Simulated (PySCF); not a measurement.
# GeCl₂: one geometry, several methods

Aim: at the PBE0 minimum of singlet GeCl₂, found before, compare methods on energies and levels.

Computed with PySCF 2.14.0. Level: several methods, basis Ge def2-SVP, Cl def2-SVP, no relativity, density fitting.

### 1 The system as given

3 atoms, charge 0, spin multiplicity 1.

Bond lengths: Ge1–Cl2 2.191 Å, Ge1–Cl3 2.191 Å. Angles: Cl2–Ge1–Cl3 100.2°.

```xyz
3
charge 0 multiplicity 1
Ge   -0.0144   -0.6827    0.0000
Cl    0.0153    0.7221    1.6816
Cl    0.0153    0.7221   -1.6816
```

### 2 Real-space pictures of the lowest minimum

The plane holds Ge1 at (0.00, 0.00), Cl2 at (2.19, 0.00), Cl3 at (-0.39, 2.16) Å. Columns run from x = -2.25 to 4.35 Å, rows from y = 4.35 (top) to -1.95 Å, in steps of 0.3 Å.

Density (cut at 5 e/Å³):

Ten steps from '0' (0.000 e/Å³) to '9' (5.000 e/Å³), finer at the low end (step k begins (100^(k/10) - 1)/99 of the way up):
```
00000000000000000000000
00000000000000000000000
00000111100000000000000
00012222211000000000000
00123454431000000000000
01235677642100000000000
01346898753200000000000
01357999864210000000000
01357999764210000000000
01246787753211111000000
01235666643222222110000
00123455543334444321000
00123456654445676532000
00123589975567887642100
00124699996567999753100
00124699996567999753100
00124589985467887642100
00123456654345676532000
00012344433234444321000
00001222221112222110000
00000111110001111000000
00000000000000000000000
```

ELF (0 where the density is under 0.005 e/Å³):

Ten even steps from '0' (0.00) to '9' (0.99):
```
00000000000000000000000
00001111110000000000000
00123344432000000000000
01345566654200000000000
03467888876420000000000
24678888987530000000000
35788211898630000000000
36898148398610000000000
36798085487400012100000
25788613885100255421000
03567888762003677653100
00134555432136888864200
00012321112368889875310
00133225621477115886410
12564154451583781786420
36886254451483781786420
48998325522477114886310
38999742223368899875310
06999986543247888764200
04899999852125777653100
00589999841003555421000
00047888630000122100000
```

Electrostatic potential (cut at 20 V):

Ten steps from '0' (-0.68 V) to '9' (20.00 V), finer at the low end (step k begins (100^(k/10) - 1)/99 of the way up):
```
22222222211122222222222
22222222111111222222222
22222333211111112222222
22234555421001111222222
11246787642000111122222
11368999964100011112222
12479999985200001111222
12589999996310000111122
22479999996320000001112
22479999986432110001112
33467999976544433211112
33457899987666776532112
44567899998778999753222
44568999999899999975322
44578999999999999985322
44568999999999999985322
44568999999889999975322
44457899998778999753222
44455678887666776532222
34445566666544443221222
33444455555443221111222
33344444444433221112222
```

Along Ge1–Cl2 (2.191 Å) the density is least, 0.62 e/Å³, about 0.99 Å from Ge1; ELF there is 0.39.

Making the fields needed 0.8 s of wall time on 2 threads of Arm Neoverse V2, shared host.

### 3 PBE0

One driver script runs all steps and calls PySCF; scf.py shows the equivalent input of each level. Each SCF starts from the density of the minimum. The driver also runs the species with one electron less or more at the same geometry; their logs are not shown.

scf.py

```python
from pyscf import gto, scf, dft
mol = gto.M(atom='''
Ge    -0.014441    -0.682668    -0.000000
Cl     0.015275     0.722082     1.681631
Cl     0.015275     0.722082    -1.681631''',
    basis={'Ge': 'def2-SVP', 'Cl': 'def2-SVP'},
    charge=0, spin=0)
mf = dft.RKS(mol, xc='PBE0')
mf.grids.atom_grid = (75, 302)
aux = {'Ge': 'def2-universal-JKFIT', 'Cl': 'def2-universal-JKFIT'}
mf = mf.density_fit(auxbasis=aux)
mf.conv_tol = 1e-08
mf.diis_space = 10
mf.max_cycle = 60
mf.verbose = 4
mf.kernel()
```

Run with:

```sh
$ OMP_NUM_THREADS=2 python axn.py task.json out
```

The log of the run:

```text
init E= -2996.37472948805
  HOMO = -0.293838376686929  LUMO = -0.109768015472103  gap/eV = 5.00881
cycle= 1 E= -2996.37472948803  delta_E= 2.27e-11  |g|= 1.46e-05  |ddm|= 2.86e-05
  HOMO = -0.293838827321103  LUMO = -0.109770252220089  gap/eV = 5.00876
Extra cycle  E= -2996.37472948797  delta_E= 6.09e-11  |g|= 2.11e-05  |ddm|= 4.07e-05
converged SCF energy = -2996.37472948797
```

This level, with the species of one electron less or more, took 1.2 s.

```
energy                        : -2996.374729 Eh
one electron less (charge +1) : -2995.996652 Eh (doublet, ⟨S²⟩ 0.76)
one electron more (charge -1) : -2996.407972 Eh (doublet, ⟨S²⟩ 0.75)
Mulliken charge of Ge1        : +0.53 e
```

### 4 HF

scf.py: that of step 3 with these lines changed.

```diff
@@ -8,2 +8 @@
-mf = dft.RKS(mol, xc='PBE0')
-mf.grids.atom_grid = (75, 302)
+mf = scf.RHF(mol)
```

The log of the run, shortened:

```text
[... the frontier levels of the middle cycles are left out ...]
init E= -2993.87736954542
  HOMO = -0.368891920745227  LUMO = 0.0127411804103921  gap/eV = 10.38477
cycle= 1 E= -2993.89633176243  delta_E= -0.019  |g|= 0.0832  |ddm|= 0.338
  HOMO = -0.381804142854894  LUMO = 0.00032191267128967  gap/eV = 10.39818
cycle= 2 E= -2993.89761646806  delta_E= -0.00128  |g|= 0.0366  |ddm|= 0.0995
  HOMO = -0.382808082110593  LUMO = 0.000531163139721347  gap/eV = 10.43119
cycle= 3 E= -2993.89782534034  delta_E= -0.000209  |g|= 0.00805  |ddm|= 0.0246
cycle= 4 E= -2993.89788069113  delta_E= -5.54e-05  |g|= 0.00256  |ddm|= 0.0262
cycle= 5 E= -2993.89788665699  delta_E= -5.97e-06  |g|= 0.000967  |ddm|= 0.00768
cycle= 6 E= -2993.89788769378  delta_E= -1.04e-06  |g|= 0.00019  |ddm|= 0.00384
cycle= 7 E= -2993.89788773167  delta_E= -3.79e-08  |g|= 4.07e-05  |ddm|= 0.000685
cycle= 8 E= -2993.89788773273  delta_E= -1.06e-09  |g|= 6.6e-06  |ddm|= 0.000107
  HOMO = -0.382939201394718  LUMO = 0.00089896839373349  gap/eV = 10.44477
Extra cycle  E= -2993.89788773275  delta_E= -2.09e-11  |g|= 2.24e-06  |ddm|= 1.34e-05
converged SCF energy = -2993.89788773275
```

This level, with the species of one electron less or more, took 0.9 s.

| Quantity | Value |
| --- | --- |
| energy | -2993.897888 Eh |
| one electron less (charge +1) | -2993.543261 Eh (doublet, ⟨S²⟩ 0.79) |
| one electron more (charge -1) | -2993.921070 Eh (doublet, ⟨S²⟩ 0.77) |
| Mulliken charge of Ge1 | +0.74 e |

### 5 PBE

scf.py: that of step 4 with these lines changed.

```diff
@@ -8 +8,2 @@
-mf = scf.RHF(mol)
+mf = dft.RKS(mol, xc='PBE')
+mf.grids.atom_grid = (75, 302)
```

The log of the run, shortened:

```text
[... the frontier levels of the middle cycles are left out ...]
init E= -2996.24889531443
  HOMO = -0.252441377589845  LUMO = -0.138539644487409  gap/eV = 3.09942
cycle= 1 E= -2996.25054077369  delta_E= -0.00165  |g|= 0.0832  |ddm|= 0.191
  HOMO = -0.251001248372958  LUMO = -0.129565576015491  gap/eV = 3.30443
cycle= 2 E= -2996.24879961208  delta_E= 0.00174  |g|= 0.105  |ddm|= 0.166
  HOMO = -0.250575875448052  LUMO = -0.134791166513324  gap/eV = 3.15066
cycle= 3 E= -2996.25138963693  delta_E= -0.00259  |g|= 0.0336  |ddm|= 0.143
cycle= 4 E= -2996.25169176702  delta_E= -0.000302  |g|= 0.00225  |ddm|= 0.0391
cycle= 5 E= -2996.25169328004  delta_E= -1.51e-06  |g|= 0.000375  |ddm|= 0.0043
cycle= 6 E= -2996.25169331459  delta_E= -3.46e-08  |g|= 0.000132  |ddm|= 0.00062
cycle= 7 E= -2996.25169332022  delta_E= -5.63e-09  |g|= 7.81e-06  |ddm|= 0.000162
  HOMO = -0.250982167728417  LUMO = -0.133995730830016  gap/eV = 3.18336
Extra cycle  E= -2996.25169332015  delta_E= 6.28e-11  |g|= 1.66e-05  |ddm|= 3.48e-05
converged SCF energy = -2996.25169332015
```

This level, with the species of one electron less or more, took 2.9 s.

```
energy                        : -2996.251693 Eh
one electron less (charge +1) : -2995.882310 Eh (doublet, ⟨S²⟩ 0.75)
one electron more (charge -1) : -2996.275986 Eh (doublet, ⟨S²⟩ 0.75)
Mulliken charge of Ge1        : +0.44 e
```

### 6 B3LYP

scf.py: that of step 5 with these lines changed.

```diff
@@ -8 +8 @@
-mf = dft.RKS(mol, xc='PBE')
+mf = dft.RKS(mol, xc='B3LYP')
```

The log of the run:

```text
init E= -2997.01092692705
  HOMO = -0.285875475865303  LUMO = -0.116014102556838  gap/eV = 4.62216
cycle= 1 E= -2997.01142369455  delta_E= -0.000497  |g|= 0.0335  |ddm|= 0.0932
  HOMO = -0.282995811197598  LUMO = -0.114781538251233  gap/eV = 4.57734
cycle= 2 E= -2997.0113625227  delta_E= 6.12e-05  |g|= 0.0374  |ddm|= 0.045
  HOMO = -0.283379455979646  LUMO = -0.113853868783542  gap/eV = 4.61303
cycle= 3 E= -2997.01154534797  delta_E= -0.000183  |g|= 0.00455  |ddm|= 0.0316
  HOMO = -0.283685357933916  LUMO = -0.114420351241961  gap/eV = 4.60594
cycle= 4 E= -2997.01155281606  delta_E= -7.47e-06  |g|= 0.000631  |ddm|= 0.00658
  HOMO = -0.283777377203149  LUMO = -0.114480240653492  gap/eV = 4.60681
cycle= 5 E= -2997.01155290065  delta_E= -8.46e-08  |g|= 0.00012  |ddm|= 0.000812
  HOMO = -0.283769067965675  LUMO = -0.114474278071652  gap/eV = 4.60675
cycle= 6 E= -2997.01155290333  delta_E= -2.69e-09  |g|= 4.39e-05  |ddm|= 0.00013
  HOMO = -0.283768199294666  LUMO = -0.114467338721443  gap/eV = 4.60691
Extra cycle  E= -2997.01155290271  delta_E= 6.23e-10  |g|= 6.43e-05  |ddm|= 0.000153
converged SCF energy = -2997.01155290271
```

This level, with the species of one electron less or more, needed 2.5 s of wall time on 2 threads of Arm Neoverse V2, shared host.

| Item | Value |
| --- | --- |
| energy | -2997.011553 Eh |
| one electron less (charge +1) | -2996.635135 Eh (doublet, ⟨S²⟩ 0.76) |
| one electron more (charge -1) | -2997.039310 Eh (doublet, ⟨S²⟩ 0.75) |
| Mulliken charge of Ge1 | +0.50 e |

### 7 r2SCAN

scf.py: that of step 6 with these lines changed.

```diff
@@ -8,2 +8,2 @@
-mf = dft.RKS(mol, xc='B3LYP')
-mf.grids.atom_grid = (75, 302)
+mf = dft.RKS(mol, xc='R2SCAN')
+mf.grids.atom_grid = (90, 434)
```

The log of the run:

```text
init E= -2996.87595421051
  HOMO = -0.26466863611263  LUMO = -0.137230763746313  gap/eV = 3.46776
cycle= 1 E= -2996.87662775351  delta_E= -0.000674  |g|= 0.0322  |ddm|= 0.123
  HOMO = -0.265194722618536  LUMO = -0.133519653667727  gap/eV = 3.58306
cycle= 2 E= -2996.87592049043  delta_E= 0.000707  |g|= 0.0541  |ddm|= 0.114
  HOMO = -0.265017031516772  LUMO = -0.136177635509679  gap/eV = 3.50590
cycle= 3 E= -2996.87696632339  delta_E= -0.00105  |g|= 0.00855  |ddm|= 0.0747
  HOMO = -0.264779008220786  LUMO = -0.135814078251746  gap/eV = 3.50931
cycle= 4 E= -2996.87697498252  delta_E= -8.66e-06  |g|= 0.000351  |ddm|= 0.00575
  HOMO = -0.26477555019743  LUMO = -0.135825017626583  gap/eV = 3.50892
cycle= 5 E= -2996.87697501393  delta_E= -3.14e-08  |g|= 9.91e-05  |ddm|= 0.000547
  HOMO = -0.264777704358182  LUMO = -0.135826668012931  gap/eV = 3.50894
cycle= 6 E= -2996.87697501649  delta_E= -2.56e-09  |g|= 1.99e-05  |ddm|= 0.000121
  HOMO = -0.264773409631764  LUMO = -0.135819821581956  gap/eV = 3.50901
Extra cycle  E= -2996.87697501622  delta_E= 2.73e-10  |g|= 3.5e-05  |ddm|= 7.13e-05
converged SCF energy = -2996.87697501622
```

This level, with the species of one electron less or more, took 6 s.

| Property | Result |
| --- | --- |
| energy | -2996.876975 Eh |
| one electron less (charge +1) | -2996.499594 Eh (doublet, ⟨S²⟩ 0.76) |
| one electron more (charge -1) | -2996.911808 Eh (doublet, ⟨S²⟩ 0.76) |
| Mulliken charge of Ge1 | +0.53 e |

### 8 TPSSh

scf.py: that of step 7 with these lines changed.

```diff
@@ -8 +8 @@
-mf = dft.RKS(mol, xc='R2SCAN')
+mf = dft.RKS(mol, xc='TPSSH')
```

The log of the run:

```text
init E= -2996.93693279186
  HOMO = -0.273450844627988  LUMO = -0.125745296474835  gap/eV = 4.01927
cycle= 1 E= -2996.93732669669  delta_E= -0.000394  |g|= 0.0551  |ddm|= 0.0708
  HOMO = -0.274371709521778  LUMO = -0.125729798674883  gap/eV = 4.04475
cycle= 2 E= -2996.93729672246  delta_E= 3e-05  |g|= 0.0577  |ddm|= 0.0551
  HOMO = -0.273289932717617  LUMO = -0.125067379870108  gap/eV = 4.03334
cycle= 3 E= -2996.93759400139  delta_E= -0.000297  |g|= 0.000748  |ddm|= 0.0283
  HOMO = -0.273401115546354  LUMO = -0.125234940893796  gap/eV = 4.03181
cycle= 4 E= -2996.93759405062  delta_E= -4.92e-08  |g|= 0.000603  |ddm|= 0.0018
  HOMO = -0.273404705358307  LUMO = -0.125206830742763  gap/eV = 4.03267
cycle= 5 E= -2996.93759417006  delta_E= -1.19e-07  |g|= 6.92e-05  |ddm|= 0.00074
  HOMO = -0.273395198405914  LUMO = -0.125199033140295  gap/eV = 4.03262
cycle= 6 E= -2996.93759417111  delta_E= -1.05e-09  |g|= 2.43e-05  |ddm|= 9.1e-05
  HOMO = -0.273393482218808  LUMO = -0.125194640548054  gap/eV = 4.03270
Extra cycle  E= -2996.93759417088  delta_E= 2.31e-10  |g|= 3.79e-05  |ddm|= 8.22e-05
converged SCF energy = -2996.93759417088
```

This level, with the species of one electron less or more, took 5.8 s.

* energy: -2996.937594 Eh
* one electron less (charge +1): -2996.561815 Eh (doublet, ⟨S²⟩ 0.76)
* one electron more (charge -1): -2996.969222 Eh (doublet, ⟨S²⟩ 0.75)
* Mulliken charge of Ge1: +0.53 e

### 9 PBEsol

scf.py: that of step 8 with these lines changed.

```diff
@@ -8,2 +8,2 @@
-mf = dft.RKS(mol, xc='TPSSH')
-mf.grids.atom_grid = (90, 434)
+mf = dft.RKS(mol, xc='PBEsol')
+mf.grids.atom_grid = (75, 302)
```

The log of the run, shortened:

```text
[... the frontier levels of the middle cycles are left out ...]
init E= -2993.38651609522
  HOMO = -0.251590582483396  LUMO = -0.139924791005388  gap/eV = 3.03858
cycle= 1 E= -2993.38786085863  delta_E= -0.00134  |g|= 0.114  |ddm|= 0.231
  HOMO = -0.251934255043835  LUMO = -0.128135455332577  gap/eV = 3.36874
cycle= 2 E= -2993.38286906475  delta_E= 0.00499  |g|= 0.157  |ddm|= 0.273
  HOMO = -0.25100662542838  LUMO = -0.136034955431942  gap/eV = 3.12854
cycle= 3 E= -2993.38985855631  delta_E= -0.00699  |g|= 0.0488  |ddm|= 0.228
cycle= 4 E= -2993.39042681008  delta_E= -0.000568  |g|= 0.00236  |ddm|= 0.0513
cycle= 5 E= -2993.39042827928  delta_E= -1.47e-06  |g|= 0.000572  |ddm|= 0.00508
cycle= 6 E= -2993.39042836797  delta_E= -8.87e-08  |g|= 0.000194  |ddm|= 0.00099
cycle= 7 E= -2993.39042838045  delta_E= -1.25e-08  |g|= 1.86e-05  |ddm|= 0.000235
cycle= 8 E= -2993.3904283806  delta_E= -1.53e-10  |g|= 2.03e-06  |ddm|= 3.47e-05
  HOMO = -0.251227262963047  LUMO = -0.134766859770995  gap/eV = 3.16905
Extra cycle  E= -2993.3904283806  delta_E= 2.27e-12  |g|= 2.26e-06  |ddm|= 7.45e-06
converged SCF energy = -2993.3904283806
```

This level, with the species of one electron less or more, took 3.1 s.

| Item | Value |
| --- | --- |
| energy | -2993.390428 Eh |
| one electron less (charge +1) | -2993.020358 Eh (doublet, ⟨S²⟩ 0.75) |
| one electron more (charge -1) | -2993.414824 Eh (doublet, ⟨S²⟩ 0.75) |
| Mulliken charge of Ge1 | +0.42 e |

### 10 LC-wPBE

scf.py: that of step 9 with these lines changed.

```diff
@@ -8 +8 @@
-mf = dft.RKS(mol, xc='PBEsol')
+mf = dft.RKS(mol, xc='LC_WPBE')
```

The log of the run, shortened:

```text
[... the frontier levels of the middle cycles are left out ...]
init E= -2996.38917585265
  HOMO = -0.385554932369115  LUMO = -0.0325171249994827  gap/eV = 9.60665
cycle= 1 E= -2996.39240332541  delta_E= -0.00323  |g|= 0.0759  |ddm|= 0.169
  HOMO = -0.388715618424408  LUMO = -0.0373383762046648  gap/eV = 9.56146
cycle= 2 E= -2996.39267947119  delta_E= -0.000276  |g|= 0.0685  |ddm|= 0.0947
  HOMO = -0.387231141442313  LUMO = -0.0342893601253609  gap/eV = 9.60404
cycle= 3 E= -2996.39313685363  delta_E= -0.000457  |g|= 0.00381  |ddm|= 0.0324
cycle= 4 E= -2996.39315278493  delta_E= -1.59e-05  |g|= 0.000756  |ddm|= 0.0151
cycle= 5 E= -2996.39315376411  delta_E= -9.79e-07  |g|= 0.000187  |ddm|= 0.00358
cycle= 6 E= -2996.39315379598  delta_E= -3.19e-08  |g|= 3.83e-05  |ddm|= 0.000946
cycle= 7 E= -2996.39315379688  delta_E= -8.97e-10  |g|= 1.36e-05  |ddm|= 0.000119
  HOMO = -0.387177830626504  LUMO = -0.0339059205805659  gap/eV = 9.61302
Extra cycle  E= -2996.39315379694  delta_E= -5.64e-11  |g|= 6.69e-06  |ddm|= 3.88e-05
converged SCF energy = -2996.39315379694
```

This level, with the species of one electron less or more, needed 4.3 s of wall time on 2 threads of Arm Neoverse V2, shared host.

| Property | Result |
| --- | --- |
| energy | -2996.393154 Eh |
| one electron less (charge +1) | -2996.005425 Eh (doublet, ⟨S²⟩ 0.77) |
| one electron more (charge -1) | -2996.435860 Eh (doublet, ⟨S²⟩ 0.76) |
| Mulliken charge of Ge1 | +0.56 e |

### 11 Comparison of the levels

| level | atomisation energy (kJ/mol) | vertical ionisation energy (eV) | vertical electron affinity (eV) | −ε(HOMO) (eV) | gap (eV) | dipole (D) | wall time |
| --- | --- | --- | --- | --- | --- | --- | --- |
| PBE0 | 794 | 10.29 | 0.90 | 8.00 | 5.01 | 1.95 | 1.2 s |
| HF | 529 | 9.65 | 0.63 | 10.42 | 10.44 | 2.28 | 0.9 s |
| PBE | 831 | 10.05 | 0.66 | 6.83 | 3.18 | 1.69 | 2.9 s |
| B3LYP | 776 | 10.24 | 0.76 | 7.72 | 4.61 | 1.89 | 2.5 s |
| r2SCAN | – | 10.27 | 0.95 | 7.20 | 3.51 | 1.85 | 6 s |
| TPSSh | 802 | 10.23 | 0.86 | 7.44 | 4.03 | 1.91 | 5.8 s |
| PBEsol | – | 10.07 | 0.66 | 6.84 | 3.17 | 1.66 | 3.1 s |
| LC-wPBE | – | 10.55 | 1.16 | 10.54 | 9.61 | 2.16 | 4.3 s |

Times are for 2 threads of Arm Neoverse V2, shared host; PBE0 starts from its own converged density, so its time is not comparable. A dash stands where a species or a free atom was not run at that level, or the quantity is not defined.

Atomisation goes to high-spin atoms in their ground configurations, run at the same level, without zero-point energy.

### 12 Summary of results

| quantity | value |
| --- | --- |
| atomisation energy, range | 529 (HF) to 831 (PBE) kJ/mol |
| vertical ionisation energy, range | 9.65 (HF) to 10.55 (LC-wPBE) eV |
| vertical electron affinity, range | 0.63 (HF) to 1.16 (LC-wPBE) eV |
| orbital gap, range | 3.17 (PBEsol) to 10.44 (HF) eV |

In words: The atomisation energy spreads over 303 kJ/mol, from HF to PBE; without a CCSD(T) value for it there is no yardstick here. Without diffuse functions electron affinities tend to come out too low.
